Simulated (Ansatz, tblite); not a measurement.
# ReO3Cl (ReClO3): rung by rung

Aim: run the singlet of ReO3Cl (ReClO3) at one geometry on many levels, and compare frontier levels, spin and run time.

The runs use Ansatz 0.2.0, Gaussian basis; as each input shows.

Levels to be run: GFN1-xTB, GFN2-xTB, PBE-D4/def2-TZVP, r2SCAN-D4/def2-TZVP, B3LYP-D4/def2-TZVP, HSE06-D4/def2-TZVP, LDA/def2-TZVP, B2PLYP/def2-TZVP, r2SCAN0-D4/def2-TZVP, PBE-QIDH/def2-TZVP, CAM-B3LYP-D4/def2-TZVP, PBE-D4/def2-SVP, PBE0-D4/def2-SVP, PBE0-D4/def2-TZVPD, PBE-D4/def2-TZVPD, r2SCAN-D4/def2-TZVPD, CCSD(T)/def2-TZVPP, MP2/def2-TZVP, RPA/def2-TZVP.

## (1) The structure

The singlet was relaxed beforehand with PBE-D4/def2-SVP.

5 atoms, charge 0, spin multiplicity 1.

Bond lengths: Re1–O2 1.715 Å, Re1–O3 1.715 Å, Re1–O4 1.715 Å, Re1–Cl5 2.263 Å. Angles: O2–Re1–O3 108.5°, O2–Re1–O4 108.5°, O2–Re1–Cl5 110.4°, O3–Re1–O4 108.5°, O3–Re1–Cl5 110.4°, O4–Re1–Cl5 110.4°.

Formally the metal is d0. Re takes a core potential in the def2 sets. No spin-orbit coupling is included.

PBE0-D4/def2-TZVP was run before; its log isn't repeated, and its numbers join the tables.

## (2) GFN1-xTB

Tight binding, by tblite at 300 K electronic temperature and without a spin-polarisation term:

```python
tblite.interface.Calculator('GFN1-xTB', numbers, positions, charge=0, uhf=0).singlepoint()
```

Energy -559.8268 eV, HOMO -15.13 eV, LUMO -12.15 eV; 0.007 s.

## (3) GFN2-xTB

Tight binding, by tblite at 300 K electronic temperature and without a spin-polarisation term:

```python
tblite.interface.Calculator('GFN2-xTB', numbers, positions, charge=0, uhf=0).singlepoint()
```

Energy -543.4788 eV, HOMO -13.55 eV, LUMO -10.67 eV; 0.006 s.

## (4) PBE-D4/def2-TZVP

start.molden holds the orbitals of an earlier run on this state, given as this run's starting guess.

File in.yaml:

```yaml
crystal:
  periodic: [false, false, false]
  atoms:
    - {symbol: Re, position_ang: [0.044149, 0.076130, 0.031694]}
    - {symbol: O, position_ang: [0.069425, 0.083485, 1.746738]}
    - {symbol: O, position_ang: [1.662082, 0.109446, -0.536865]}
    - {symbol: O, position_ang: [-0.751653, 1.496809, -0.507240]}
    - {symbol: Cl, position_ang: [-1.023994, -1.765870, -0.734318]}
basis:
  gaussian: {orbitals: def2-TZVP, initial_orbitals: start.molden}
hamiltonian: {xc: pbe, dispersion: d4}
scf: {omitted_lower_state_checks: [starts]}
output: {orbitals: {seedname: orbitals}}
```

Started as:

```
$ ansatz run in.yaml --threads 4 --pin off --events-out ev --progress --plain --max-ram 3916MiB
```

The runs that follow: r2SCAN-D4/def2-TZVP; B3LYP-D4/def2-TZVP; HSE06-D4/def2-TZVP; LDA/def2-TZVP; B2PLYP/def2-TZVP; r2SCAN0-D4/def2-TZVP; PBE-QIDH/def2-TZVP; CAM-B3LYP-D4/def2-TZVP; PBE-D4/def2-SVP; PBE0-D4/def2-SVP; PBE0-D4/def2-TZVPD; PBE-D4/def2-TZVPD; r2SCAN-D4/def2-TZVPD; CCSD(T)/def2-TZVPP; MP2/def2-TZVP; RPA/def2-TZVP.

**Question.** What will the summary of the whole plan be? Wanted: gap in def2-TZVP, named functionals, smallest and largest; correlation energy, CCSD(T)/def2-TZVPP; correlation energy, MP2/def2-TZVP; binding an atom, CCSD(T)/def2-TZVPP; PBE0 total energy, smallest basis above largest.

As calculated:

```
                                                 quantity                                  value
gap in def2-TZVP, named functionals, smallest and largest  4.16 eV (LDA), 8.91 eV (CAM-B3LYP-D4)
                   correlation energy, CCSD(T)/def2-TZVPP                              -41.99 eV
                        correlation energy, MP2/def2-TZVP                              -40.42 eV
                      binding an atom, CCSD(T)/def2-TZVPP                               4.410 eV
          PBE0 total energy, smallest basis above largest        12.62 eV (def2-SVP, def2-TZVPD)
```

**Reading.** Orbital gaps of the named functionals in def2-TZVP span 4.16 eV (LDA) to 8.91 eV (CAM-B3LYP-D4); exact exchange widens it. The functionals in def2-TZVP miss CCSD(T)/def2-TZVPP by -0.261 (r2SCAN0-D4) to +1.413 eV (LDA) an atom. The reference is CCSD(T) in one finite basis, so it carries an error of its own, often a tenth of an eV or more, and near misses can't be ranked.
